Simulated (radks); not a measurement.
# The Coulomb parameter U of the 4f shell of Pm

One table from this session's results is given with a row withheld; the runs are named, their logs left out.

The numbers are computed with radks (a radial shooting solver on a logarithmic mesh, Libxc functionals) version 1 (Dirac Kohn-Sham, PBE, spin-unpolarised, spherical densities, point nucleus; open shells are shared between the two j in proportion to 2j + 1), except any that are marked as measured or tabulated.

**The system**

```
element       : promethium (Z = 61)
charge        : 0
electrons     : 61
configuration : [Xe] 4f4 6s2 6p1
```

Outer shells as boxes (Hund's rule):

Pm
```
[Xe] core
4f [↑ ][↑ ][↑ ][↑ ][  ][  ][  ]
6s [↑↓]
6p [↑ ][  ][  ]
```

The first run:

Settings of this run:

```text
Z 61
configuration [Xe] 4f4 6s2 6p1
relativity Dirac
functional pbe,pbe
spin unpolarised
j_filling average
nucleus point
c 137.035999084
```

Steps of the session up to this table: Start: [Xe] 4f4 6s2 6p1.

One of the session's tables, all rows but one given; the rest of the session is left out.

It belongs to the step «Start: [Xe] 4f4 6s2 6p1». From the orbitals of this run (lengths in bohr):

```
level     <r>  outermost maximum (interpolated)  90 % within  nodes
5s1/2       ?                                 ?            ?      ?
5p1/2   1.577                              1.39         2.30      3
5p3/2   1.661                              1.46         2.42      3
4f5/2  0.9444                             0.624         1.61      0
4f7/2  0.9556                             0.629         1.64      0
6s1/2   3.916                              3.42         5.70      5
6p1/2   4.982                              4.22         7.39      4
6p3/2   5.252                              4.43         7.79      4
```

**Question.** Estimate the row for 5s1/2.

As computed: <r>: 1.412; outermost maximum (interpolated): 1.28; 90 % within: 2.03; nodes: 4. In the column «<r>» it lies between 4f7/2 (0.9556) and 5p1/2 (1.577).
